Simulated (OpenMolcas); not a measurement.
**triplet CH7BNP at 6 levels**

Aim: a comparison of 6 runs (UHF/def2-SVP, UBHLYP/def2-SVP, UBLYP/def2-SVP, UPBE/def2-SVP, UPBE0/def2-SVP, UTPSS/def2-SVP) of triplet CH7BNP. 

Program for the calculation: OpenMolcas 26.06.

### Step 1. The structure to begin with

CH7BNP has 11 atoms, charge 0, and is taken as a triplet. SMILES of the parent species: `CB(N)P`. The coordinates come from a PBE0-D4/def2-TZVP relaxation. This is one conformer, not always the lowest. That shape belongs to the parent species and isn't relaxed for this state.

Bond lengths: C1–B2 1.573 Å, B2–N3 1.394 Å, B2–P4 1.937 Å, C1–H5 1.094 Å, C1–H6 1.094 Å, C1–H7 1.095 Å, N3–H8 1.005 Å, N3–H9 1.007 Å, P4–H10 1.420 Å, P4–H11 1.417 Å. Some angles: C1–B2–N3 120.8°, C1–B2–P4 119.5°, N3–B2–P4 119.5°, B2–C1–H5 111.6°, B2–C1–H6 113.3°, B2–C1–H7 110.2°, B2–N3–H8 124.1°, B2–N3–H9 122.3°, B2–P4–H10 98.9°, B2–P4–H11 97.1°.

### Step 2. A single-point energy at UHF/def2-SVP (run 1)

Contents of mol.input:

```
>>> EXPORT MOLCAS_PRINT=2

&GATEWAY
 BasLib=$CurrDir
 Coord
 11
 angstrom
 C       -1.093200       0.922600      -0.128000
 B        0.002900      -0.179800       0.111900
 N        0.427100      -0.495900       1.401400
 P        0.670900      -1.204900      -1.389100
 H       -1.903500       0.553200      -0.763700
 H       -1.537000       1.299300       0.798300
 H       -0.659600       1.776600      -0.659200
 H        1.134100      -1.179200       1.611000
 H        0.043300      -0.049800       2.218400
 H        2.007200      -1.393300      -0.948800
 H        0.973300      -0.105700      -2.231400
 Basis=def2-SVP
 Group=NoSym

&SEWARD

&SCF
 UHF
 Spin=3
 Thresholds=1e-10 1e-07 1e-07 1e-05
 PrOrbitals=1
```

The basis set def2-SVP is read from a file made from the Basis Set Exchange's data (not shown).

The run is started by

```
$ export MOLCAS_MEM=1860
$ pymolcas mol.input > mol.log
```

The log of the run:

```text
--- Start Module: gateway ---
[...]
--- Stop Module: gateway /rc=_RC_ALL_IS_WELL_ ---
--- Start Module: seward ---
[...]
      Basis functions           95
--- Stop Module: seward /rc=_RC_ALL_IS_WELL_ ---
[...]
--- Start Module: scf ---
[...]
       Convergence after  31 Iterations
[...]
::    Total SCF energy                               -461.4744105702
[...]
      Total spin, S                                     1.0035848416
[...]
      Total electronic charge=   40.000000
      Total            charge=   -0.000000
[...]
      Dipole Moment (debye):
      Origin of the operator (angstrom)=    0.1830   -0.4566   -0.3156
                   X=  9.1591E-01               Y= -1.5480E+00               Z= -4.3390E-01           Total=  1.8503E+00
      Quadrupole Moment (debye*angstrom):
[...]
--- Stop Module: scf /rc=_RC_ALL_IS_WELL_ ---
[...]
```

Run time: 20 s. Hardware: 1 thread of AMD EPYC 7R43 (Zen 3), shared host; peak memory 0.52 GiB.

### Step 3. The energy at UBHLYP/def2-SVP (run 2)

Contents of calc.inp:

```
&GATEWAY
 BasLib=$CurrDir
 Coord
 11
 bohr
 C     -2.06584860     1.74346132    -0.24188494
 B      0.00548021    -0.33977276     0.21146035
 N      0.80710203    -0.93711519     2.64826219
 P      1.26781726    -2.27693101    -2.62501856
 H     -3.59709368     1.04539649    -1.44318384
 H     -2.90450905     2.45532115     1.50856837
 H     -1.24646335     3.35728743    -1.24570746
 H      2.14313840    -2.22836505     3.04434879
 H      0.08182514    -0.09410836     4.19216843
 H      3.79305828    -2.63295541    -1.79297215
 H      1.83927044    -0.19974405    -4.21673487
 Basis=def2-SVP
 Group=NoSym

&SEWARD
 GridInput
 Grid=UltraFine
 End of Grid

&SCF
 UHF
 Spin=3
 KSDFT=HYB_GGA_XC_BHANDHLYP
 Thresholds=1e-10 1e-07 1e-07 1e-05
 PrOrbitals=1 2
```

The basis set def2-SVP is read from a file made from the Basis Set Exchange's data (not shown).

The run is started by

```
$ export MOLCAS_MEM=1860
$ pymolcas calc.inp > calc.log
```

The log of the run:

```text
--- Start Module: gateway ---
[...]
--- Stop Module: gateway /rc=_RC_ALL_IS_WELL_ ---
--- Start Module: seward ---
[...]
      Basis functions           95
--- Stop Module: seward /rc=_RC_ALL_IS_WELL_ ---
[...]
--- Start Module: scf ---
[...]
       Convergence after  27 Iterations
[...]
::    Total KS-DFT energy                            -462.8487630568
[...]
      Total spin, S                                     1.0017484417
[...]
      Total electronic charge=   40.000000
      Total            charge=   -0.000000
[...]
      Dipole Moment (debye):
      Origin of the operator (angstrom)=    0.1830   -0.4566   -0.3156
                   X=  7.6543E-01               Y= -1.3126E+00               Z=  1.1017E-01           Total=  1.5235E+00
      Quadrupole Moment (debye*angstrom):
[...]
--- Stop Module: scf /rc=_RC_ALL_IS_WELL_ ---
[...]
```

Wall time 1.9 min (1 thread of AMD EPYC 7R43 (Zen 3), shared host); peak memory 0.52 GiB.

Runs 3 to 5 aren't shown in full; the table further down has their settings and results.

### Step 4. The energy at UTPSS/def2-SVP (run 6)

Contents of calc.inp:

```
* CH7BNP Kohn-Sham DFT
&GATEWAY
BasLib
$CurrDir
Coord
11
angstrom
C       -1.093200       0.922600      -0.128000
B        0.002900      -0.179800       0.111900
N        0.427100      -0.495900       1.401400
P        0.670900      -1.204900      -1.389100
H       -1.903500       0.553200      -0.763700
H       -1.537000       1.299300       0.798300
H       -0.659600       1.776600      -0.659200
H        1.134100      -1.179200       1.611000
H        0.043300      -0.049800       2.218400
H        2.007200      -1.393300      -0.948800
H        0.973300      -0.105700      -2.231400
Basis
def2-SVP
Group
NoSym
&SEWARD
GridInput
Grid=UltraFine
End of Grid
&SCF
UHF
Spin
3
KSDFT
2
1.0 MGGA_X_TPSS
1.0 MGGA_C_TPSS
Thresholds
1e-10 1e-07 1e-07 1e-05
PrOrbitals
0
```

The basis set def2-SVP is read from a file made from the Basis Set Exchange's data (not shown).

The run is started by

```
$ export MOLCAS_MEM=1860
$ pymolcas calc.inp > calc.log
```

The log of the run:

```text
--- Start Module: gateway ---
[...]
--- Stop Module: gateway /rc=_RC_ALL_IS_WELL_ ---
--- Start Module: seward ---
[...]
      Basis functions           95
--- Stop Module: seward /rc=_RC_ALL_IS_WELL_ ---
[...]
--- Start Module: scf ---
[...]
       Convergence after  28 Iterations
[...]
::    Total KS-DFT energy                            -462.9879899959
[...]
      Total spin, S                                     1.0014251810
[...]
      Total electronic charge=   40.000000
      Total            charge=   -0.000000
[...]
      Dipole Moment (debye):
      Origin of the operator (angstrom)=    0.1830   -0.4566   -0.3156
                   X=  8.1083E-01               Y= -1.0267E+00               Z=  1.0987E+00           Total=  1.7084E+00
      Quadrupole Moment (debye*angstrom):
[...]
--- Stop Module: scf /rc=_RC_ALL_IS_WELL_ ---
[...]
```

Wall time 2.6 min (1 thread of AMD EPYC 7R43 (Zen 3), shared host); peak memory 0.52 GiB.

### Step 5. Overview of the runs

```csv
run,level,integration grid,energy (Eh),dipole moment (D),HOMO energy (eV),⟨S²⟩,wall time
1,UHF/def2-SVP,–,-461.474411,1.85,-3.49,2.011,20 s
2,UBHLYP/def2-SVP,UltraFine,-462.848763,1.52,-2.25,2.005,1.9 min
3,UBLYP/def2-SVP,UltraFine,-462.861639,1.70,-0.61,2.003,1.9 min
4,UPBE/def2-SVP,UltraFine,-462.607498,1.65,-0.81,2.003,98 s
5,UPBE0/def2-SVP,UltraFine,-462.654691,1.43,-1.63,2.004,1.9 min
6,UTPSS/def2-SVP,UltraFine,-462.987990,1.71,-0.83,2.004,2.6 min
```

### Step 6. Summary of results

```
                                 quantity          value
                      run 6: total energy  -462.98799 Eh
                     run 6: dipole moment         1.71 D
run 6: HOMO energy (highest over α and β)       -0.83 eV
                              run 6: ⟨S²⟩          2.004
```

The dipole moment (its size) runs from 1.43 D (UPBE0/def2-SVP) to 1.85 D (UHF/def2-SVP). Totals of different functionals can't be ranked against each other. All runs together took 10 min, the longest 2.6 min.
